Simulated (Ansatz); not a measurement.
# Ag: stress in a strained cell

Ag is deformed so: equal xx and yy strain of -1 %. What stress and forces result, by LAPW, PAW and all-electron datasets made for the crystal?

Method: DFT LDA, scalar-relativistic, in Ansatz 0.2.0.

## (1) Starting point

It takes space group Fm-3m (No. 225, cubic). The conventional cell has a = 4.086 Å, b = 4.086 Å, c = 4.086 Å, α = 90.00°, β = 90.00°, γ = 90.00°. Ag (site symmetry m-3m) has 12 Ag at 2.89 Å as nearest neighbours.

Structure file:

```
Ag
1.0
     0.00000    2.04310    2.04310
     2.04310    0.00000    2.04310
     2.04310    2.04310    0.00000
Ag
1
Cartesian
  0.0000 0.0000 0.0000
```

## (2) The deformed structure

Space group Fm-3m before, I4/mmm after.

## (3) LAPW, all electrons

input.yaml reads:

```yaml
crystal:
  lattice:
    - [0.0, 2.022669, 2.0431]
    - [2.022669, 0.0, 2.0431]
    - [2.022669, 2.022669, 0.0]
  atoms:
    - { symbol: Ag, position: [0.0, 0.0, 0.0] }
kpoints:
  mp_grid: { grid: [15, 15, 15] }
  band_path:
    path:
      - [0.0, 0.0, 0.0]
      - [0.0, 0.5, 0.5]
      - [0.25, 0.75, 0.5]
      - [0.0, 0.5, 0.0]
      - [0.0, 0.0, 0.0]
      - [0.5, 0.5, 0.0]
      - [0.3725125, 0.6274875, 0.0]
      - [-0.3725125, 0.3725125, 0.0]
      - [0.0, 0.0, 0.0]
    npoints: 5
scf:
  occupations: { method: fermi_dirac, width: 0.05 }
hamiltonian:
  xc: lda
  pseudopotentials: { kind: all_electron, lapw: { basis_error: 0.001 } }
output:
  forces: true
  stress: true
  eigenvalues: true
```

The run is started by

```bash
$ ansatz run input.yaml --threads 1 --pin off --max-ram 3072MiB --backend cpu --events-out ev --progress --plain --runs-dir out
```

## (4) PAW on the default files

input.yaml reads:

```yaml
crystal:
  lattice:
    - [0.0, 2.022669, 2.0431]
    - [2.022669, 0.0, 2.0431]
    - [2.022669, 2.022669, 0.0]
  atoms:
    - { symbol: Ag, position: [0.0, 0.0, 0.0] }
kpoints:
  mp_grid: { grid: [15, 15, 15] }
scf:
  occupations: { method: fermi_dirac, width: 0.05 }
hamiltonian:
  xc: lda
  pseudopotentials: { kind: paw }
output:
  forces: true
  stress: true
  eigenvalues: true
  efg: { contact_densities: true }
```

## (5) All-electron PAW on datasets made for the crystal

Edit input.yaml of step 4 so:

```diff
@@ -13,3 +13,3 @@
   xc: lda
-  pseudopotentials: { kind: paw }
+  pseudopotentials: { kind: all_electron, datasets: crystal }
 output:
```

(Steps that only read results are left out.)

Q: Predict the outcome of this session. Wanted: pressure; largest shear or deviatoric stress.

The runs gave:

```
                                 quantity                                              value
                                 pressure  LAPW -5.41, PAW -5.41, crystal datasets -5.41 GPa
largest shear or deviatoric stress (LAPW)                                           0.14 GPa
```

**Reading.** The largest part of the stress beyond the pressure is 0.14 GPa in size, in the zz component. No run of the undeformed cell stands beside it, so the pressure holds what the given cell had before the change. PAW: stress within 0.01 GPa of LAPW. Crystal datasets: stress within 0.01 GPa of LAPW.
